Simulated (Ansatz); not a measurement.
# Ti: the cost of one run

Program: Ansatz 0.2.0. Level of theory: DFT PBEsol, scalar-relativistic. These are calculated values, not measurements.

### 1 Starting point

It takes space group P6_3/mmc (No. 194, hexagonal). The conventional cell has a = 2.950 Å, b = 2.950 Å, c = 4.686 Å, α = 90.00°, β = 90.00°, γ = 120.00°. Around Ti (site symmetry -6m2) lie 12 Ti at 2.90 to 2.95 Å.

Structure file:

```
Ti
1.0
     2.95000    0.00000    0.00000
    -1.47500    2.55477    0.00000
     0.00000    0.00000    4.68600
Ti
2
Direct
  0.33333 0.66667 0.25000
  0.66667 0.33333 0.75000
```

Atoms are numbered in the order of the input: Ti1, Ti2.

### 2 Volume × 0.96, LAPW

File input.yaml:

```yaml
crystal:
  lattice:
    - [2.910128137, 0.0, 0.0]
    - [-1.4550640685, 2.5202448949, 0.0]
    - [0.0, 0.0, 4.6226679121]
  atoms:
    - { symbol: Ti, position: [0.3333333333, 0.6666666667, 0.25] }
    - { symbol: Ti, position: [0.6666666667, 0.3333333333, 0.75] }
kpoints:
  mp_grid: { grid: [14, 14, 8] }
  band_path:
    path:
      - [0.0, 0.0, 0.0]
      - [0.5, 0.0, 0.0]
      - [0.3333333333, 0.3333333333, 0.0]
      - [0.0, 0.0, 0.0]
      - [0.0, 0.0, 0.5]
      - [0.5, 0.0, 0.5]
      - [0.3333333333, 0.3333333333, 0.5]
      - [0.0, 0.0, 0.5]
      - [0.5, 0.0, 0.5]
    npoints: 5
scf:
  occupations: { method: fermi_dirac, width: 0.05 }
hamiltonian:
  xc: pbesol
  pseudopotentials: { kind: all_electron, lapw: { basis_error: 0.00025 } }
output:
  forces: true
  stress: true
  eigenvalues: true
```

Started as:

```console
> ansatz run input.yaml --threads 1 --pin off --max-ram 3072MiB --backend cpu --events-out ev --progress --plain --runs-dir out
```

What time and memory should one allow on 1 thread of Intel Xeon 6975P-C (Granite Rapids), shared host?

About 14 s, with a peak of 0.45 GiB.
